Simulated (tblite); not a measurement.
# C5H10N2SSi: the cost of one run

The runs use tblite 0.8.0 and PySCF 2.14.0, with density-fitted response routines of our own; the level of theory stands in each step. All values are computed, except where a source is named. Atoms count from 0, in the outputs and in this text.

### Step 1. Starting geometry

19 atoms, charge 0, multiplicity 1; geometry from: force field or distance geometry start.

Bonds of the start (Å): N0–Si1 1.67, Si1–N2 1.68, Si1–C3 1.86, C3–C4 1.50, C4–C5 1.39, C5–C6 1.43, C6–C7 1.38, C7–S8 1.71, S8–C4 1.72, N0–H9 1.02, N0–H10 1.02, Si1–H11 1.48, N2–H12 1.01, N2–H13 1.01, C3–H14 1.09, C3–H15 1.11, C5–H16 1.08, C6–H17 1.07, C7–H18 1.08.

### Step 2. Relaxing the molecule with GFN2-xTB

The job: settings as JSON, then the geometry in Å.

```
{"job": {"kind": "relax", "xc": "GFN2-xTB", "basis": "xTB"}, "charge": 0, "multiplicity": 1}
N     -3.190700    -0.381100     0.807900
Si    -1.532900    -0.174400     0.905100
N     -1.553400     1.501200     0.767500
C     -0.568100    -1.035300    -0.432100
C      0.880000    -0.647500    -0.532400
C      1.431500     0.324900    -1.353800
C      2.850000     0.422300    -1.200100
C      3.334900    -0.484700    -0.275900
S      2.086600    -1.453600     0.386100
H     -3.517600     0.220800     0.053300
H     -3.632700     0.009200     1.640200
H     -1.106400    -0.484600     2.291600
H     -0.610000     1.836600     0.665500
H     -1.873300     1.902900     1.642100
H     -1.056800    -0.837400    -1.386000
H     -0.642100    -2.126500    -0.263100
H      0.856100     0.946100    -2.023400
H      3.481600     1.108400    -1.734000
H      4.353400    -0.638000     0.034100
```

On the command line:

```bash
$ OMP_NUM_THREADS=1 python probes_run.py task.json out
```

The driver reads the jobs from task.json and runs them one after another.

Q: Estimate the wall time and peak memory of this first job on 1 thread of Arm Neoverse N1, shared host.

About 1.1 s, with a peak of 0.18 GiB.
